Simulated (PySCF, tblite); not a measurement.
**C7H6F3PS: geometry, infrared bands and NMR shifts**

Aim: predict the infrared bands and NMR shifts of C7H6F3PS (`FC(F)(F)[C@@H]1CP1c1cccs1`).

The runs use tblite 0.8.0 and PySCF 2.14.0, with density-fitted response routines of our own; the level of theory stands in each step. All values are computed, except where a source is named. Atoms count from 0, in the outputs and in this text.

## (1) The starting structure

18 atoms, charge 0, multiplicity 1; geometry from: force field or distance geometry start.

Bonds of the start (Å): F0–C1 1.34, C1–F2 1.36, C1–F3 1.36, C1–C4 1.48, C4–C5 1.50, C5–P6 1.84, P6–C7 1.85, C7–C8 1.37, C8–C9 1.42, C9–C10 1.38, C10–S11 1.71, P6–C4 1.82, S11–C7 1.70, C4–H12 1.08, C5–H13 1.08, C5–H14 1.07, C8–H15 1.10, C9–H16 1.09, C10–H17 1.08.

## (2) Geometry optimisation with GFN2-xTB

The job: settings as JSON, then the geometry in Å.

```
{"job": {"kind": "relax", "xc": "GFN2-xTB", "basis": "xTB"}, "charge": 0, "multiplicity": 1}
F     -3.834400     0.983000    -0.713500
C     -2.921800     1.077700     0.261800
F     -3.482600     0.617900     1.413800
F     -2.626300     2.390600     0.432900
C     -1.707200     0.304500    -0.095900
C     -1.616700    -1.167100     0.167900
P     -0.478200    -0.129500     1.171700
C      1.106500    -0.196900     0.219800
C      2.306200     0.021400     0.854800
C      3.403800    -0.069600    -0.038200
C      3.002800    -0.363800    -1.328200
S      1.303600    -0.525300    -1.438100
H     -1.335400     0.684600    -1.034400
H     -2.409500    -1.639500     0.726500
H     -1.185000    -1.810300    -0.576900
H      2.396200     0.248300     1.922300
H      4.444600     0.076100     0.245100
H      3.624600    -0.495900    -2.203100
```

Command:

```
> OMP_NUM_THREADS=1 python probes_run.py task.json out
```

One launch serves the whole session: the jobs run in the order shown.

**Question.** This job is followed by: GFN2-xTB harmonic vibrations, gas phase; GIAO PBE0/pcSseg-1 NMR shielding, non-relativistic, gas phase. What will the session give for the following? strongest single infrared mode (GFN2-xTB); zero-point energy (GFN2-xTB); ¹³C shifts against TMS (PBE0/pcSseg-1); ¹H shifts against TMS (PBE0/pcSseg-1); ¹⁹F shifts against CFCl3 (PBE0/pcSseg-1, means over atoms taken as alike); ³¹P shifts against H3PO4 (PBE0/pcSseg-1); ³³S shifts against CS2 (PBE0/pcSseg-1); surface potential, 1st and 99th percentile.

As calculated:

| quantity | value |
| --- | --- |
| strongest single infrared mode (GFN2-xTB) | 1031 cm⁻¹, 260 km/mol |
| zero-point energy (GFN2-xTB) | 70.9 kcal/mol |
| ¹³C shifts against TMS (PBE0/pcSseg-1) | 152.7, 143.2, 138.8, 134.8, 132.2, 35.4, 20.3 ppm |
| ¹H shifts against TMS (PBE0/pcSseg-1) | 7.76, 7.36, 7.09, 2.18, 1.62, 1.60 ppm |
| ¹⁹F shifts against CFCl3 (PBE0/pcSseg-1, means over atoms taken as alike) | -81.1 ppm |
| ³¹P shifts against H3PO4 (PBE0/pcSseg-1) | -238.4 ppm |
| ³³S shifts against CS2 (PBE0/pcSseg-1) | 235 ppm |
| surface potential, 1st and 99th percentile | -0.71 V and 1.24 V |

**Reading.** The optimisation took 75 steps and gained 0.182 eV; among the close pairs (by a distance rule), C4–P6 changed most, from 1.818 to 1.860 Å. All 48 modes are real, so the xTB geometry is a minimum. The strongest single mode, at 1031 cm⁻¹, moves mainly C1. Unscaled tight-binding wavenumbers are off by several per cent, some by more. Its intensities can rank the bands wrongly. At PBE0/pcSseg-1: Shielding is most anisotropic at P6 (span 611 ppm, paramagnetic term -409 ppm). NICS(1)zz of -25 ppm above the planar ring from C7 marks a diatropic (aromatic) ring current. By nearest atom (PBE0/pcSseg-1), the HOMO sits on C7, C10 about 24 % each; C8, C9 about 10 % each and the LUMO on C7, C10 about 18 % each; S11 14 %.
